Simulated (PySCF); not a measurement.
# C4H12Sn (SnMe4): the cost of one run

Computed with PySCF 2.14.0 and routines of our own; the level stands in each step. Atoms count from 0.

## 1. The system as given

17 atoms, charge 0, multiplicity 1; geometry from: GFN2-xTB.

## 2. NMR shieldings: KT2/pcJ-1 Sn:dyall-v2z, spin–orbit

The job: settings as JSON, then the geometry in Å.

```
{"job": {"xc": "KT2", "basis": {"default": "pcJ-1", "Sn": "dyall-v2z"}, "rel": "so", "kind": "hnmr"}, "charge": 0, "multiplicity": 1}
Sn     0.000160     0.000310     0.000200
C     -0.001090    -0.015540     2.194810
H     -1.014220     0.055430     2.572980
H      0.567870     0.822720     2.579390
H      0.441110    -0.931170     2.569370
C      2.067510     0.005090    -0.731440
H      2.086900    -0.096750    -1.810280
H      2.625000    -0.817210    -0.298520
H      2.561250     0.932550    -0.465020
C     -1.033540     1.797610    -0.718940
H     -0.935450     1.887160    -1.794670
H     -0.612700     2.685510    -0.261440
H     -2.088270     1.752920    -0.473460
C     -1.031880    -1.788190    -0.744120
H     -2.016230    -1.869360    -0.298390
H     -0.470210    -2.682370    -0.499720
H     -1.146210    -1.738690    -1.820760
```

Method: KT2/pcJ-1 Sn:dyall-v2z GIAO NMR shielding, X2C with spin-orbit coupling, screened-nuclear two-electron part, Gaussian nuclei, gas phase.

Started as:

```bash
$ OMP_NUM_THREADS=1 python heavy_run.py task.json out
```

One launch serves the whole session: the jobs run in the order shown.

**Question.** How long does this first job take on 1 thread of Arm Neoverse V1, shared host, and how much memory does it need?

About 2 min, with a peak of 1.7 GiB.
